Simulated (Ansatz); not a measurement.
# GeH6NSi radical: small, medium and large basis sets

Aim: see how fast density functionals converge with the basis set for GeH6NSi radical.

Program: Ansatz 0.2.0, Gaussian basis. Level of theory: one geometry, several basis sets. These are calculated values, not measurements.

The runs, in order: PBE0-D4/def2-SVP; ωB97M-V/def2-SVP; PBE0-D4/def2-QZVPP; ωB97M-V/def2-QZVPP; the functionals' def2-TZVPP values are taken from earlier runs.

## (1) The geometry

All runs share one geometry, relaxed beforehand with PBE0-D4 in a triple-zeta def2 set.

SMILES `[SiH3][N][GeH3]`, 9 atoms, charge 0, spin multiplicity 2.

Atoms are counted from 1 here; the program's logs count them from 0.

Bond lengths: Si1–N2 1.731 Å, Si1–H4 1.492 Å, Si1–H5 1.486 Å, Si1–H6 1.491 Å, N2–Ge3 1.846 Å, Ge3–H7 1.538 Å, Ge3–H8 1.543 Å, Ge3–H9 1.536 Å. Angles: N2–Si1–H4 115.3°, N2–Si1–H5 109.2°, N2–Si1–H6 105.4°, H4–Si1–H5 108.9°, H4–Si1–H6 108.5°, H5–Si1–H6 109.5°, Si1–N2–Ge3 127.0°, N2–Ge3–H7 105.4°, N2–Ge3–H8 113.4°, N2–Ge3–H9 107.0°, H7–Ge3–H8 110.0°, H7–Ge3–H9 110.4°, H8–Ge3–H9 110.4°.

Geometry (Å):

```xyz
9
GeH6NSi
Si   -0.6802    1.0669   -0.9553
N     0.5303    0.6215    0.1995
Ge    0.7683   -1.0364    0.9762
H    -1.3183   -0.0704   -1.6810
H    -0.0869    1.9984   -1.9494
H    -1.7312    1.7788   -0.1724
H     2.0998   -1.5634    0.4161
H    -0.3683   -2.0297    0.6579
H     0.8750   -0.8119    2.4914
```

## (2) PBE0-D4 in def2-SVP

File in.yaml:

```yaml
crystal:
  periodic: [false, false, false]
  atoms:
    - {symbol: Si, position_ang: [-0.680208, 1.066915, -0.955276]}
    - {symbol: N, position_ang: [0.530320, 0.621469, 0.199470]}
    - {symbol: Ge, position_ang: [0.768251, -1.036351, 0.976156]}
    - {symbol: H, position_ang: [-1.318309, -0.070398, -1.681049]}
    - {symbol: H, position_ang: [-0.086888, 1.998435, -1.949356]}
    - {symbol: H, position_ang: [-1.731158, 1.778781, -0.172441]}
    - {symbol: H, position_ang: [2.099761, -1.563421, 0.416098]}
    - {symbol: H, position_ang: [-0.368312, -2.029681, 0.657866]}
    - {symbol: H, position_ang: [0.875042, -0.811948, 2.491430]}
basis:
  gaussian: {orbitals: def2-SVP}
magnetization: {spin_polarized: true, initial_magnetization: 1}
hamiltonian: {xc: pbe0, dispersion: d4}
output: {orbitals: {seedname: orbitals}}
```

After this run come: ωB97M-V in def2-SVP; PBE0-D4 in def2-QZVPP; ωB97M-V in def2-QZVPP.

Q: Predict the results of all the runs planned. Wanted: PBE0-D4: double and triple zeta above quadruple; ωB97M-V: double and triple zeta above quadruple.

The runs gave:

```
                                       quantity           value
PBE0-D4: double and triple zeta above quadruple  13.44, 1.60 eV
ωB97M-V: double and triple zeta above quadruple  13.47, 1.54 eV
```

For PBE0-D4 the step from double to triple zeta gains 11.83 eV and the next only 1.60 eV. These are total energies; as a rule much of such shifts cancels in differences, which this series doesn't test.
